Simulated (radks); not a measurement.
**Ni in [Ar] 3d8 4s2: an all-electron calculation**

One table from this session's results is given with a row withheld; the runs are named, their logs left out.

Method: Dirac Kohn-Sham, PBE, spin-unpolarised, spherical densities, finite nucleus; open shells fill j = l - 1/2 first. Code: radks (a radial shooting solver on a logarithmic mesh, Libxc functionals) version 1.

### The system

* element: nickel (Z = 28)
* charge: 0
* electrons: 28
* configuration: [Ar] 3d8 4s2
* nuclear rms radius: 3.7757 fm

Set-up of the first run:

The run's settings:

```text
Z 28
configuration [Ar] 3d8 4s2
relativity Dirac
functional pbe,pbe
spin unpolarised
j_filling energy
nucleus finite rms 3.7757 fm
c 137.035999084
```

Launch:

```bash
$ python run_ks.py task.json out
```

The same process makes all the runs of this session.

One of the session's tables, all rows but one given; the rest of the session is left out.

It belongs to the step «Radial structure». Sizes of the orbitals, from the radial functions (bohr):

```
level      <r>  outermost maximum (interpolated)  90 % within  nodes
1s1/2  0.05409                            0.0354       0.0966      0
2s1/2   0.2447                             0.205        0.379      1
2p1/2   0.2131                             0.163        0.349      0
2p3/2   0.2163                             0.166        0.354      0
3s1/2   0.7399                             0.639         1.11      2
3p1/2   0.7717                             0.642         1.19      1
3p3/2   0.7819                             0.650         1.21      1
3d3/2    1.007                             0.629         1.78      0
3d5/2        ?                                 ?            ?      ?
4s1/2    2.808                              2.24         4.33      3
```

Q: Estimate the row for 3d5/2 from the others.

**Answer.** <r>: 1.015; outermost maximum (interpolated): 0.631; 90 % within: 1.79; nodes: 0. In the column «<r>» it lies between 3d3/2 (1.007) and 4s1/2 (2.808).

Limits of these values: Spin polarisation and multiplet splitting are left out.
